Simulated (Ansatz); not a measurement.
The system is B.

```xyz
1
Lattice="1.8852 0.0000 0.0000 0.0000 1.8852 0.0000 0.0000 0.0000 1.8852" Properties=species:S:1:pos:R:3 pbc="T T T"
B     0.9426    0.9426    0.9426
```

The cell was built by a generator and needn't be a form met in nature.

| Item | Value |
| --- | --- |
| Program | Ansatz 0.2.0 |
| Task | relaxation of cell and atoms |
| Functional | PBEsol0 |
| Potentials or basis | Ansatz PAW |
| Cutoff | 420 eV (not typed: the program's choice for these potentials) |
| k mesh | 7 × 7 × 7 |
| Occupations | fermi-dirac, width 0.05 eV |
| Spin | no spin polarisation |

At the start: volume 6.70 Å³/atom.

Q: Where does the relaxation end?

A: It ends after 5 steps and the volume is 6.52 Å³/atom (-2.7 %); space group Pm-3m (No. 221, to 0.05 Å).

Step by step:
```tsv
step	energy change (eV)	largest force (eV/Å)	volume (Å³)
1	0.0000	0.0000	6.70
2	-0.0034	0.0000	6.59
3	-0.0042	0.0000	6.52
4	-0.0042	0.0000	6.52
5	-0.0039	0.0000	6.52
```

Final structure:
```cif
data_structure
_symmetry_space_group_name_H-M 'P 1'
_symmetry_Int_Tables_number 1
_cell_length_a 1.8680
_cell_length_b 1.8680
_cell_length_c 1.8680
_cell_angle_alpha 90.000
_cell_angle_beta 90.000
_cell_angle_gamma 90.000
_cell_volume 6.52
loop_
_atom_site_label
_atom_site_type_symbol
_atom_site_fract_x
_atom_site_fract_y
_atom_site_fract_z
_atom_site_occupancy
B1 B 0.50000 0.50000 0.50000 1
```

Caveat: the k mesh is coarse (spacing up to 0.48 Å⁻¹), so the values aren't converged, least of all with exact exchange; the plane-wave basis is chosen anew once the cell has moved, so the energies of steps on either side of that aren't comparable; the PAW data sets come from PBE, with cores solved anew for the run's functional, which leaves a small shift of forces and pressure.
